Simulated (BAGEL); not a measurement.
# C2H7NSi (SMILES C=C[SiH2]N) at PBE0/cc-pVDZ (density fitting with cc-pvqz-jkfit)

Aim: the energy change on altering one bond length of C2H7NSi at PBE0/cc-pVDZ (density fitting with cc-pvqz-jkfit), from 2 runs. 

The results are computed with BAGEL 1.2.2.

1 further run of the same task is left out (set aside as unsound or not needed).

**1. The molecule**

C2H7NSi has 11 atoms, charge 0, and is taken as a singlet. SMILES: `C=C[SiH2]N`. The shape is that of a PBE0-D4/def2-TZVP optimisation. This is one conformer, not always the lowest.

Bond lengths: C1–C2 1.330 Å, C2–Si3 1.865 Å, Si3–N4 1.715 Å, C1–H5 1.087 Å, C1–H6 1.087 Å, C2–H7 1.091 Å, Si3–H8 1.488 Å, Si3–H9 1.488 Å, N4–H10 1.006 Å, N4–H11 1.006 Å. Some angles: C1–C2–Si3 123.1°, C2–Si3–N4 114.9°, C1–C2–H7 118.1°, Si3–C2–H7 118.8°, C2–C1–H5 122.6°, C2–C1–H6 121.2°, C2–Si3–H8 108.4°, C2–Si3–H9 108.4°, N4–Si3–H8 107.9°, N4–Si3–H9 108.0°.

**2. A single-point energy at PBE0/cc-pVDZ (density fitting with cc-pvqz-jkfit)**

calc.json

```json
{ "bagel" : [

{
  "title" : "molecule",
  "basis" : "cc-pvdz.json",
  "df_basis" : "cc-pvqz-jkfit",
  "angstrom" : "true",
  "geometry" : [
    { "atom" : "C", "xyz" : [   -0.676100,    1.337000,   -0.945000 ] },
    { "atom" : "C", "xyz" : [    0.089300,    1.208600,    0.135100 ] },
    { "atom" : "Si", "xyz" : [    0.596500,   -0.444500,    0.832600 ] },
    { "atom" : "N", "xyz" : [    0.002900,   -1.803700,   -0.028600 ] },
    { "atom" : "H", "xyz" : [   -0.967100,    2.304600,   -1.344700 ] },
    { "atom" : "H", "xyz" : [   -1.046800,    0.465600,   -1.479100 ] },
    { "atom" : "H", "xyz" : [    0.433000,    2.116700,    0.631600 ] },
    { "atom" : "H", "xyz" : [    0.099500,   -0.536600,    2.232600 ] },
    { "atom" : "H", "xyz" : [    2.083200,   -0.516700,    0.836000 ] },
    { "atom" : "H", "xyz" : [    0.404900,   -2.086000,   -0.906300 ] },
    { "atom" : "H", "xyz" : [   -0.953800,   -2.102100,    0.056300 ] }
  ]
},
{
  "title" : "ks",
  "xc_func" : "pbe0"
},
{
  "title" : "print",
  "file" : "orbitals.molden",
  "orbitals" : "true"
}

]}
```

The basis set cc-pVDZ is read from a file made from the Basis Set Exchange's data (not shown).

The run is started by

```
BAGEL_NUM_THREADS=1 BAGEL calc.json > calc.out
```

Standard output:

```text
* using 1 threads per process

  ===============================================================
  ===============================================================

  *** Geometry ***

  { "atom" : "C", "xyz" : [     -1.277644,      2.526564,     -1.785791 ] },
  { "atom" : "C", "xyz" : [      0.168753,      2.283923,      0.255302 ] },
  { "atom" : "Si", "xyz" : [      1.127222,     -0.839983,      1.573386 ] },
  { "atom" : "N", "xyz" : [      0.005480,     -3.408499,     -0.054046 ] },
  { "atom" : "H", "xyz" : [     -1.827554,      4.355063,     -2.541115 ] },
  { "atom" : "H", "xyz" : [     -1.978165,      0.879856,     -2.795094 ] },
  { "atom" : "H", "xyz" : [      0.818251,      3.999983,      1.193551 ] },
  { "atom" : "H", "xyz" : [      0.188028,     -1.014027,      4.219003 ] },
  { "atom" : "H", "xyz" : [      3.936677,     -0.976421,      1.579811 ] },
  { "atom" : "H", "xyz" : [      0.765150,     -3.941969,     -1.712659 ] },
  { "atom" : "H", "xyz" : [     -1.802421,     -3.972393,      0.106392 ] },

  Number of auxiliary basis functions:      823

  Since a DF basis is specified, we compute 2- and 3-index integrals:
    o Being stored without compression. Storage requirement is 0.059 GB

  Number of basis functions:       95
  Number of electrons      :       40

    * METHOD: MOLECULE                             0.57

  *** Kohn-Sham DFT ***

    * Removing 20288 points whose weight is below 1.00e-10
    * Grid points: 143678

  === Nuclear Repulsion ===
   159.2932278697

       - DIIS with orbital gradients will be used.

  === KS iteration (pbe0 / cc-pvdz.json) ===
      0       -394.99875910          0.08733222           0.63
      1       -358.37612783          0.14298526           0.45
      2       -371.61388315          0.16959218           0.51
      3       -405.91762731          0.10200411           0.49
      4       -414.63738944          0.08728669           0.47
      5       -423.46046446          0.03570263           0.44
      6       -424.29446607          0.01093180           0.43
      7       -424.35529141          0.00574957           0.47
      8       -424.37055408          0.00263178           0.44
      9       -424.37459145          0.00090909           0.43
     10       -424.37509091          0.00018041           0.45
     11       -424.37510948          0.00003866           0.44
     12       -424.37511027          0.00001059           0.44
     13       -424.37511031          0.00000705           0.45
     14       -424.37511034          0.00000115           0.43
     15       -424.37511034          0.00000047           0.43
     16       -424.37511034          0.00000008           0.43
     17       -424.37511034          0.00000003           0.43
     18       -424.37511034          0.00000001           0.45
    * SCF iteration converged.

    * Permanent dipole moment:
           (    0.316806,     0.104345,     0.449867) a.u.

    * METHOD: KS                                   9.53

    * METHOD: PRINT                                0.01

  ===============================================================
```

Wall time 11 s (1 thread of Intel Xeon 6975P-C (Granite Rapids), shared host); peak memory 0.62 GiB.

**3. The distorted shape, same level**

input.json

```json
{ "bagel": [

{
  "title": "molecule",
  "basis": "cc-pvdz.json",
  "df_basis": "cc-pvqz-jkfit",
  "angstrom": true,
  "geometry": [
    { "atom": "C", "xyz": [      -0.389062,       1.426529,      -0.970473 ] },
    { "atom": "C", "xyz": [       0.376338,       1.298129,       0.109627 ] },
    { "atom": "Si", "xyz": [       0.883538,      -0.354971,       0.807127 ] },
    { "atom": "N", "xyz": [       0.289938,      -1.714171,      -0.054073 ] },
    { "atom": "H", "xyz": [      -0.680062,       2.394129,      -1.370173 ] },
    { "atom": "H", "xyz": [      -0.759762,       0.555129,      -1.504573 ] },
    { "atom": "H", "xyz": [       0.720038,       2.206229,       0.606127 ] },
    { "atom": "H", "xyz": [       0.386538,      -0.447071,       2.207127 ] },
    { "atom": "H", "xyz": [       2.370238,      -0.427171,       0.810527 ] },
    { "atom": "H", "xyz": [       0.691938,      -1.996471,      -0.931773 ] },
    { "atom": "H", "xyz": [      -0.953800,      -2.102100,       0.056300 ] }
  ]
},

{
  "title": "ks",
  "xc_func": "pbe0"
},

{
  "title": "print",
  "file": "orbitals.molden",
  "orbitals": true
}

]}
```

The basis set cc-pVDZ is read from a file made from the Basis Set Exchange's data (not shown).

The run is started by

```
BAGEL_NUM_THREADS=1 BAGEL input.json > input.out
```

Standard output:

```text
* using 1 threads per process

  ===============================================================
  ===============================================================

  *** Geometry ***

  { "atom" : "C", "xyz" : [     -0.735221,      2.695749,     -1.833928 ] },
  { "atom" : "C", "xyz" : [      0.711176,      2.453108,      0.207165 ] },
  { "atom" : "Si", "xyz" : [      1.669645,     -0.670798,      1.525249 ] },
  { "atom" : "N", "xyz" : [      0.547903,     -3.239314,     -0.102183 ] },
  { "atom" : "H", "xyz" : [     -1.285131,      4.524248,     -2.589252 ] },
  { "atom" : "H", "xyz" : [     -1.435742,      1.049042,     -2.843231 ] },
  { "atom" : "H", "xyz" : [      1.360675,      4.169169,      1.145414 ] },
  { "atom" : "H", "xyz" : [      0.730451,     -0.844842,      4.170866 ] },
  { "atom" : "H", "xyz" : [      4.479101,     -0.807236,      1.531674 ] },
  { "atom" : "H", "xyz" : [      1.307573,     -3.772783,     -1.760796 ] },
  { "atom" : "H", "xyz" : [     -1.802421,     -3.972393,      0.106392 ] },

  Number of auxiliary basis functions:      823

  Since a DF basis is specified, we compute 2- and 3-index integrals:
    o Being stored without compression. Storage requirement is 0.059 GB

  Number of basis functions:       95
  Number of electrons      :       40

    * METHOD: MOLECULE                             0.58

  *** Kohn-Sham DFT ***

    * Removing 19912 points whose weight is below 1.00e-10
    * Grid points: 144054

  === Nuclear Repulsion ===
   158.0065948778

       - DIIS with orbital gradients will be used.

  === KS iteration (pbe0 / cc-pvdz.json) ===
      0       -394.94384535          0.08623153           0.63
      1       -359.15910373          0.14352864           0.46
      2       -374.46585611          0.15747606           0.56
      3       -399.55443712          0.13348863           0.47
      4       -411.88806554          0.10061697           0.49
      5       -424.00542810          0.02418254           0.45
      6       -424.09651802          0.01983469           0.46
      7       -424.32385807          0.00380018           0.45
      8       -424.33105589          0.00149999           0.47
      9       -424.33211789          0.00088459           0.46
     10       -424.33267143          0.00014906           0.46
     11       -424.33268703          0.00002532           0.45
     12       -424.33268743          0.00000711           0.45
     13       -424.33268746          0.00000182           0.45
     14       -424.33268746          0.00000130           0.47
     15       -424.33268746          0.00000012           0.45
     16       -424.33268746          0.00000005           0.45
     17       -424.33268746          0.00000003           0.46
     18       -424.33268746          0.00000001           0.46
    * SCF iteration converged.

    * Permanent dipole moment:
           (    0.362720,     0.121270,     0.438470) a.u.

    * METHOD: KS                                   9.80

    * METHOD: PRINT                                0.01

  ===============================================================
```

Wall time 11 s (1 thread of Intel Xeon 6975P-C (Granite Rapids), shared host); peak memory 0.63 GiB.

**4. Outcome**

Level: PBE0/cc-pVDZ (density fitting with cc-pvqz-jkfit).

```
                                                          quantity          value
                                         first shape: total energy  -424.37511 Eh
                                        first shape: dipole moment         1.42 D
                                          first shape: HOMO energy       -7.08 eV
                                          first shape: LUMO energy        0.09 eV
                                        first shape: HOMO–LUMO gap        7.16 eV
                                     distorted shape: total energy  -424.33269 Eh
                                    distorted shape: dipole moment         1.48 D
                                      distorted shape: HOMO energy       -6.97 eV
                                      distorted shape: LUMO energy        0.04 eV
                                    distorted shape: HOMO–LUMO gap        7.00 eV
energy change with the N4–H11 bond stretched from 1.006 to 1.307 Å       1.154 eV
```

In words: With the N4–H11 bond stretched from 1.006 to 1.307 Å the energy rises by 1.15 eV (111 kJ/mol). The first shape isn't relaxed at this level, so the change isn't measured from a minimum.
